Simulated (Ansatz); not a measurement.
# AlBrH2S2: two geometries relaxed

Are the two ends of the shift of H5 from S1 to Al2 separate minima, and which lies lower? Each is relaxed from a guess. SMILES of the start: [SH][Al]([SH])[Br].

Program: Ansatz 0.2.0. Level of theory: UKS LDA/def2-SVP. These are calculated values, not measurements.

## Step 1: The system as given

Bond lengths: S1–Al2 2.223 Å, Al2–S3 2.253 Å, Al2–Br4 2.366 Å, S1–H5 1.455 Å, S3–H6 1.441 Å. Angles: S1–Al2–S3 120.0°, S1–Al2–Br4 119.6°, S3–Al2–Br4 120.3°, Al2–S1–H5 92.5°, Al2–S3–H6 91.6°.

Coordinates:

```xyz
6

S    -0.0077    1.7224   -1.1278
Al   -0.0054   -0.3069   -0.2212
S    -0.0165   -0.5411    2.0200
Br    0.1106   -2.2114   -1.6210
H    -1.4613    1.7707   -1.1687
H     1.4224   -0.4978    2.0727
```

## Step 2: Relaxing end A

input.yaml

```yaml
crystal:
  periodic: [false, false, false]
  atoms:
    - { symbol: S, position_ang: [-0.0077, 1.7224, -1.1278] }
    - { symbol: Al, position_ang: [-0.0054, -0.3069, -0.2212] }
    - { symbol: S, position_ang: [-0.0165, -0.5411, 2.02] }
    - { symbol: Br, position_ang: [0.1106, -2.2114, -1.621] }
    - { symbol: H, position_ang: [-1.4613, 1.7707, -1.1687] }
    - { symbol: H, position_ang: [1.4224, -0.4978, 2.0727] }
magnetization:
  spin_polarized: true
basis:
  gaussian: { orbitals: def2-SVP }
hamiltonian:
  xc: lda
relax:
  f_tol: 0.02
  max_steps: 50
output:
  orbitals: {}
```

The run is started by

```sh
$ ansatz run input.yaml --threads 2 --pin off --max-ram 3072MiB --backend cpu --events-out ev --progress --plain --runs-dir out
```

The program printed:

```text
Warning: RAYON_NUM_THREADS=2 ignored (pool sized by the plan → 2); use --threads N
The last accepted step is kept in <dir> (removed where the run ends without a failure and the disk answers)
Engine: ansatz 0.2.0, aarch64-unknown-linux-gnu
Functional definition: SPW92
  exchange = slater_x
  correlation = pw_c
1064 factors; their error is unknown
mean field evaluation 1: about -98130.8303 eV, gradient 1.6e1 eV
mean field evaluation 2: about -98128.9376 eV, gradient 2.4e1 eV
mean field evaluation 4: about -98132.4202 eV, gradient 1.0e0 eV
mean field evaluation 8: about -98132.4278 eV, gradient 1.9e-2 eV
mean field evaluation 16: about -98132.3261 eV, gradient 1.8e-5 eV
mean field -98132.32613291 eV, -3606.2964689048 hartree, gradient 1.8e-5 eV, S^2 0.000000; 0 other end points of the search recorded, 0 dependent functions left out
the calculation of the forces begins
reference -98132.32616484 eV, -3606.2964700782 hartree; 41, 41 occupied and 55, 55 virtual orbitals, 1064 factors
relax step   1: F+E_penalty+E_count = -98132.32613291 eV  Δ(F+E_penalty+E_count) = +0.000e0 eV  max|allowed force component| = 1.699e0 eV/Å  Δτ_max = 0.0000 Å  (27 SCF iters, accepted)
these checks for a lower state are left out or cut short: starts, cluster_reference, orbital_swaps, neighbouring_geometries, increment
1064 factors; their error is unknown
mean field -98132.59328539 eV, -3606.3062865774 hartree, gradient 1.0e-5 eV, S^2 0.000000; 0 other end points of the search recorded, 0 dependent functions left out
the calculation of the forces begins
reference -98132.59331690 eV, -3606.3062877354 hartree; 41, 41 occupied and 55, 55 virtual orbitals, 1064 factors
relax step   2: F+E_penalty+E_count = -98132.59328539 eV  Δ(F+E_penalty+E_count) = -2.672e-1 eV  max|allowed force component| = 6.659e-1 eV/Å  Δτ_max = 0.1760 Å  (28 SCF iters, accepted)
these checks for a lower state are left out or cut short: starts, cluster_reference, orbital_swaps, neighbouring_geometries, increment
1064 factors; their error is unknown
mean field -98132.61662198 eV, -3606.3071441811 hartree, gradient 3.4e-5 eV, S^2 0.000000; 0 other end points of the search recorded, 0 dependent functions left out
the calculation of the forces begins
reference -98132.61665358 eV, -3606.3071453423 hartree; 41, 41 occupied and 55, 55 virtual orbitals, 1064 factors
relax step   3: F+E_penalty+E_count = -98132.61662198 eV  Δ(F+E_penalty+E_count) = -2.334e-2 eV  max|allowed force component| = 4.565e-2 eV/Å  Δτ_max = 0.0504 Å  (25 SCF iters, accepted)
these checks for a lower state are left out or cut short: starts, cluster_reference, orbital_swaps, neighbouring_geometries, increment
1064 factors; their error is unknown
mean field evaluation 32: about -98132.6329 eV, gradient 8.3e-2 eV
mean field -98132.63297537 eV, -3606.3077451572 hartree, gradient 6.0e-6 eV, S^2 0.000000; 0 other end points of the search recorded, 0 dependent functions left out
the calculation of the forces begins
reference -98132.63300696 eV, -3606.3077463181 hartree; 41, 41 occupied and 55, 55 virtual orbitals, 1064 factors
relax step   4: F+E_penalty+E_count = -98132.63297537 eV  Δ(F+E_penalty+E_count) = -1.635e-2 eV  max|allowed force component| = 8.013e-2 eV/Å  Δτ_max = 0.0904 Å  (27 SCF iters, accepted)
these checks for a lower state are left out or cut short: starts, cluster_reference, orbital_swaps, neighbouring_geometries, increment
1064 factors; their error is unknown
mean field -98132.65899062 eV, -3606.3087011998 hartree, gradient 2.9e-5 eV, S^2 0.000000; 0 other end points of the search recorded, 0 dependent functions left out
the calculation of the forces begins
reference -98132.65902196 eV, -3606.3087023518 hartree; 41, 41 occupied and 55, 55 virtual orbitals, 1064 factors
relax step   5: F+E_penalty+E_count = -98132.65899062 eV  Δ(F+E_penalty+E_count) = -2.602e-2 eV  max|allowed force component| = 9.603e-1 eV/Å  Δτ_max = 0.1950 Å  (28 SCF iters, accepted)
these checks for a lower state are left out or cut short: starts, cluster_reference, orbital_swaps, neighbouring_geometries, increment
1064 factors; their error is unknown
mean field -98132.74713024 eV, -3606.3119402712 hartree, gradient 2.9e-5 eV, S^2 0.000000; 0 other end points of the search recorded, 0 dependent functions left out
the calculation of the forces begins
reference -98132.74716153 eV, -3606.3119414212 hartree; 41, 41 occupied and 55, 55 virtual orbitals, 1064 factors
relax step   6: F+E_penalty+E_count = -98132.74713024 eV  Δ(F+E_penalty+E_count) = -8.814e-2 eV  max|allowed force component| = 7.059e-1 eV/Å  Δτ_max = 0.1951 Å  (29 SCF iters, accepted)
these checks for a lower state are left out or cut short: starts, cluster_reference, orbital_swaps, neighbouring_geometries, increment
1064 factors; their error is unknown
mean field -98132.82864552 eV, -3606.3149359024 hartree, gradient 2.8e-5 eV, S^2 0.000000; 0 other end points of the search recorded, 0 dependent functions left out
the calculation of the forces begins
reference -98132.82867678 eV, -3606.3149370513 hartree; 41, 41 occupied and 55, 55 virtual orbitals, 1064 factors
relax step   7: F+E_penalty+E_count = -98132.82864552 eV  Δ(F+E_penalty+E_count) = -8.152e-2 eV  max|allowed force component| = 5.202e-1 eV/Å  Δτ_max = 0.1948 Å  (29 SCF iters, accepted)
these checks for a lower state are left out or cut short: starts, cluster_reference, orbital_swaps, neighbouring_geometries, increment
1064 factors; their error is unknown
mean field -98132.89760426 eV, -3606.3174700897 hartree, gradient 3.4e-5 eV, S^2 0.000000; 0 other end points of the search recorded, 0 dependent functions left out
the calculation of the forces begins
reference -98132.89763542 eV, -3606.3174712347 hartree; 41, 41 occupied and 55, 55 virtual orbitals, 1064 factors
relax step   8: F+E_penalty+E_count = -98132.89760426 eV  Δ(F+E_penalty+E_count) = -6.896e-2 eV  max|allowed force component| = 3.974e-1 eV/Å  Δτ_max = 0.1949 Å  (29 SCF iters, accepted)
these checks for a lower state are left out or cut short: starts, cluster_reference, orbital_swaps, neighbouring_geometries, increment
1064 factors; their error is unknown
mean field evaluation 64: about -98132.9442 eV, gradient 4.4e-2 eV
mean field -98132.94418167 eV, -3606.3191817776 hartree, gradient 4.2e-5 eV, S^2 0.000000; 0 other end points of the search recorded, 0 dependent functions left out
the calculation of the forces begins
reference -98132.94421238 eV, -3606.3191829062 hartree; 41, 41 occupied and 55, 55 virtual orbitals, 1064 factors
relax step   9: F+E_penalty+E_count = -98132.94418167 eV  Δ(F+E_penalty+E_count) = -4.658e-2 eV  max|allowed force component| = 4.015e-1 eV/Å  Δτ_max = 0.1949 Å  (28 SCF iters, accepted)
these checks for a lower state are left out or cut short: starts, cluster_reference, orbital_swaps, neighbouring_geometries, increment
1064 factors; their error is unknown
mean field -98132.96646321 eV, -3606.3200006093 hartree, gradient 4.1e-5 eV, S^2 0.000000; 0 other end points of the search recorded, 0 dependent functions left out
the calculation of the forces begins
reference -98132.96649346 eV, -3606.3200017208 hartree; 41, 41 occupied and 55, 55 virtual orbitals, 1064 factors
relax step  10: F+E_penalty+E_count = -98132.96646321 eV  Δ(F+E_penalty+E_count) = -2.228e-2 eV  max|allowed force component| = 6.647e-1 eV/Å  Δτ_max = 0.1940 Å  (29 SCF iters, accepted)
these checks for a lower state are left out or cut short: starts, cluster_reference, orbital_swaps, neighbouring_geometries, increment
1064 factors; their error is unknown
mean field -98133.00097930 eV, -3606.3212690522 hartree, gradient 3.5e-5 eV, S^2 0.000000; 0 other end points of the search recorded, 0 dependent functions left out
the calculation of the forces begins
reference -98133.00100994 eV, -3606.3212701781 hartree; 41, 41 occupied and 55, 55 virtual orbitals, 1064 factors
relax step  11: F+E_penalty+E_count = -98133.00097930 eV  Δ(F+E_penalty+E_count) = -3.452e-2 eV  max|allowed force component| = 1.229e-1 eV/Å  Δτ_max = 0.2000 Å  (28 SCF iters, accepted)
these checks for a lower state are left out or cut short: starts, cluster_reference, orbital_swaps, neighbouring_geometries, increment
1064 factors; their error is unknown
mean field -98133.00449406 eV, -3606.3213982173 hartree, gradient 3.8e-5 eV, S^2 0.000000; 0 other end points of the search recorded, 0 dependent functions left out
the calculation of the forces begins
reference -98133.00452466 eV, -3606.3213993417 hartree; 41, 41 occupied and 55, 55 virtual orbitals, 1064 factors
relax step  12: F+E_penalty+E_count = -98133.00449406 eV  Δ(F+E_penalty+E_count) = -3.515e-3 eV  max|allowed force component| = 1.010e-1 eV/Å  Δτ_max = 0.0342 Å  (25 SCF iters, accepted)
these checks for a lower state are left out or cut short: starts, cluster_reference, orbital_swaps, neighbouring_geometries, increment
1064 factors; their error is unknown
mean field -98132.96867542 eV, -3606.3200819064 hartree, gradient 3.4e-5 eV, S^2 0.000000; 0 other end points of the search recorded, 0 dependent functions left out
the calculation of the forces begins
reference -98132.96870573 eV, -3606.3200830203 hartree; 41, 41 occupied and 55, 55 virtual orbitals, 1064 factors
relax step  13: F+E_penalty+E_count = -98132.96867542 eV  Δ(F+E_penalty+E_count) = +3.582e-2 eV  max|allowed force component| = 9.828e-1 eV/Å  Δτ_max = 0.1951 Å  (28 SCF iters, rejected (line search))
these checks for a lower state are left out or cut short: starts, cluster_reference, orbital_swaps, neighbouring_geometries, increment
1064 factors; their error is unknown
mean field evaluation 96: about -98133.0101 eV, gradient 1.2e-5 eV
mean field -98133.01009290 eV, -3606.3216039710 hartree, gradient 1.2e-5 eV, S^2 0.000000; 0 other end points of the search recorded, 0 dependent functions left out
the calculation of the forces begins
reference -98133.01012344 eV, -3606.3216050932 hartree; 41, 41 occupied and 55, 55 virtual orbitals, 1064 factors
relax step  14: F+E_penalty+E_count = -98133.01009290 eV  Δ(F+E_penalty+E_count) = -5.599e-3 eV  max|allowed force component| = 1.747e-2 eV/Å  Δτ_max = 0.0975 Å  (27 SCF iters, accepted)
these checks for a lower state are left out or cut short: starts, cluster_reference, orbital_swaps, neighbouring_geometries, increment
1064 factors; their error is unknown
mean field -98133.00912490 eV, -3606.3215683974 hartree, gradient 2.5e-5 eV, S^2 0.000000; 0 other end points of the search recorded, 0 dependent functions left out
the calculation of the forces begins
reference -98133.00915533 eV, -3606.3215695157 hartree; 41, 41 occupied and 55, 55 virtual orbitals, 1064 factors
relax step  15: F+E_penalty+E_count = -98133.00912490 eV  Δ(F+E_penalty+E_count) = +9.680e-4 eV  max|allowed force component| = 2.199e-1 eV/Å  Δτ_max = 0.0825 Å  (26 SCF iters, rejected (line search))
these checks for a lower state are left out or cut short: starts, cluster_reference, orbital_swaps, neighbouring_geometries, increment
1064 factors; their error is unknown
mean field -98133.01087901 eV, -3606.3216328598 hartree, gradient 4.0e-5 eV, S^2 0.000000; 0 other end points of the search recorded, 0 dependent functions left out
the calculation of the forces begins
reference -98133.01090950 eV, -3606.3216339804 hartree; 41, 41 occupied and 55, 55 virtual orbitals, 1064 factors
relax step  16: F+E_penalty+E_count = -98133.01087901 eV  Δ(F+E_penalty+E_count) = -7.861e-4 eV  max|allowed force component| = 4.047e-2 eV/Å  Δτ_max = 0.0397 Å  (24 SCF iters, accepted)
these checks for a lower state are left out or cut short: starts, cluster_reference, orbital_swaps, neighbouring_geometries, increment
1064 factors; their error is unknown
mean field -98133.01125987 eV, -3606.3216468560 hartree, gradient 3.7e-5 eV, S^2 0.000000; 0 other end points of the search recorded, 0 dependent functions left out
the calculation of the forces begins
reference -98133.01129036 eV, -3606.3216479768 hartree; 41, 41 occupied and 55, 55 virtual orbitals, 1064 factors
relax step  17: F+E_penalty+E_count = -98133.01125987 eV  Δ(F+E_penalty+E_count) = -3.809e-4 eV  max|allowed force component| = 2.462e-3 eV/Å  Δτ_max = 0.0259 Å  (24 SCF iters, accepted)
these checks for a lower state are left out or cut short: starts, cluster_reference, orbital_swaps, neighbouring_geometries, increment
1064 factors; their error is unknown
mean field -98133.01133685 eV, -3606.3216496853 hartree, gradient 3.6e-5 eV, S^2 0.000000; 0 other end points of the search recorded, 0 dependent functions left out
the calculation of the forces begins
reference -98133.01136735 eV, -3606.3216508061 hartree; 41, 41 occupied and 55, 55 virtual orbitals, 1064 factors
relax step  18: F+E_penalty+E_count = -98133.01133685 eV  Δ(F+E_penalty+E_count) = -7.699e-5 eV  max|allowed force component| = 1.263e-2 eV/Å  Δτ_max = 0.0229 Å  (24 SCF iters, accepted)
1064 factors; their error is unknown
mean field evaluation 128: about -98133.1126 eV, gradient 1.3e-2 eV
mean field -98133.01133686 eV, -3606.3216496853 hartree, gradient 3.6e-5 eV, S^2 0.000000; 1 other end points of the search recorded, 0 dependent functions left out
the calculation of the forces begins
reference -98133.01136735 eV, -3606.3216508061 hartree; 41, 41 occupied and 55, 55 virtual orbitals, 1064 factors
Total energy: -98133.01136735 eV, -3606.3216508061 hartree
Atom 0 at    -0.439828     1.318173    -1.364971 Å, force    -0.000055     0.009314     0.008931 eV/Å
Atom 1 at     0.031605    -0.579567    -0.424507 Å, force    -0.001194     0.003833     0.004924 eV/Å
Atom 2 at     0.435215    -0.879779     1.686241 Å, force    -0.000340     0.006548     0.003357 eV/Å
Atom 3 at     0.106531    -2.380755    -1.742728 Å, force     0.000477     0.000271    -0.000722 eV/Å
Atom 4 at    -0.360595     2.016081    -0.192340 Å, force     0.000123    -0.011017    -0.012627 eV/Å
Atom 5 at     0.269171     0.441748     1.992305 Å, force     0.000989    -0.008948    -0.003863 eV/Å
Dipole moment:    -0.016460     0.391669     0.286547 e Å
```

Run time: 28 s. Hardware: 2 threads of Arm Neoverse V1, shared host; peak memory 0.15 GiB.

The steps of the relaxation:

```
step  energy from step 1 (eV)  largest force component (eV/Å)
   1                   0.0000                          1.6993
   2                  -0.2672                          0.6659
   3                  -0.2905                          0.0456
   4                  -0.3068                          0.0801
   5                  -0.3329                          0.9603
   6                  -0.4210                          0.7059
   7                  -0.5025                          0.5202
   8                  -0.5715                          0.3974
   9                  -0.6180                          0.4015
  10                  -0.6403                          0.6647
  11                  -0.6748                          0.1229
  12                  -0.6784                          0.1010
 13x                  -0.6425                          0.9828
  14                  -0.6840                          0.0175
 15x                  -0.6830                          0.2199
  16                  -0.6847                          0.0405
  17                  -0.6851                          0.0025
  18                  -0.6852                          0.0126
```

Step 1 is the start. 2 steps were tried and not accepted (marked x).

After: Bond lengths: S1–Al2 2.170 Å, Al2–S3 2.170 Å, Al2–Br4 2.233 Å, S1–H5 1.367 Å, S3–H6 1.367 Å. Angles: S1–Al2–S3 125.7°, S1–Al2–Br4 117.2°, S3–Al2–Br4 117.2°, Al2–S1–H5 93.6°, Al2–S3–H6 93.5°.

(Part 1 of 2 ends here.)
